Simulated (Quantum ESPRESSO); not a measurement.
Wanted: the native input for a Quantum ESPRESSO 7.5 run.

| Quantity | Value |
| --- | --- |
| Task | single point |
| Functional | PBE |
| Potentials or basis | SSSP 1.3 efficiency PBE |
| Cutoff | 748 eV |
| Density cutoff | 5987 eV |
| k mesh | 8 × 8 × 4 |
| Occupations | fermi-dirac, width 0.05 eV |
| Spin | no spin polarisation |
| Mixing beta | 0.5 |
| Most SCF iterations | 120 |
| SCF threshold | 8e-10 Ry |

PPt:

```xyz
4
Lattice="3.7430 0.0000 0.0000 -1.8715 3.2416 0.0000 0.0000 0.0000 6.3537" Properties=species:S:1:pos:R:3 pbc="T T T"
Pt    0.0000    2.1610    2.3630
Pt    1.8715    1.0805    5.5398
P     0.0000    2.1610    0.0197
P     1.8715    1.0805    3.1966
```

The cell comes from a database or a generator and needn't be the stable form of this composition.

The input as run:

pw.in

```
&CONTROL
  calculation = 'scf'
  prefix = 'pwscf'
  outdir = './tmp'
  pseudo_dir = './pseudo'
  tprnfor = .true.
  tstress = .true.
  disk_io = 'low'
/
&SYSTEM
  ibrav = 0
  nat = 4
  ntyp = 2
  ecutwfc = 55
  ecutrho = 440
  nbnd = 30
  occupations = 'smearing'
  smearing = 'fd'
  degauss = 0.00367493
/
&ELECTRONS
  conv_thr = 8d-10
  electron_maxstep = 120
  mixing_beta = 0.5
/
ATOMIC_SPECIES
Pt   195.0840 pt_pbe_v1.4.uspp.F.UPF
P     30.9738 P.pbe-n-rrkjus_psl.1.0.0.UPF
CELL_PARAMETERS angstrom
   3.7430278549    0.0000000000    0.0000000000
  -1.8715139275    3.2415572094    0.0000000000
   0.0000000000    0.0000000000    6.3537430000
ATOMIC_POSITIONS crystal
Pt     0.3333333333    0.6666666667    0.3718990000
Pt     0.6666666667    0.3333333333    0.8718990000
P      0.3333333333    0.6666666667    0.0031030000
P      0.6666666667    0.3333333333    0.5031030000
K_POINTS automatic
8 8 4 0 0 0
```

pp_density.in

```
&INPUTPP
  prefix = 'pwscf'
  outdir = './tmp'
  filplot = 'density.dat'
  plot_num = 0
/
&PLOT
  nfile = 1
  filepp(1) = 'density.dat'
  iflag = 3
  output_format = 6
  fileout = 'density.cube'
/
```

pp_potential.in

```
&INPUTPP
  prefix = 'pwscf'
  outdir = './tmp'
  filplot = 'potential.dat'
  plot_num = 11
/
&PLOT
  nfile = 1
  filepp(1) = 'potential.dat'
  iflag = 3
  output_format = 6
  fileout = 'potential.cube'
/
```

Potentials or basis: SSSP 1.3 efficiency PBE.

Launch:

```console
$ OMP_NUM_THREADS=1 pw.x -in pw.in > pw.out
$ OMP_NUM_THREADS=1 pp.x -in pp_density.in > pp_density.out
$ OMP_NUM_THREADS=1 pp.x -in pp_potential.in > pp_potential.out
```

It gave:

The pressure is 0.0 GPa and the largest force is 0.136 eV/Å. The band gap on the k mesh is none (metal or under the smearing width).

Wall time 86 s on 1 thread of Arm Neoverse V1, on a shared host, peak memory 0.37 GiB.
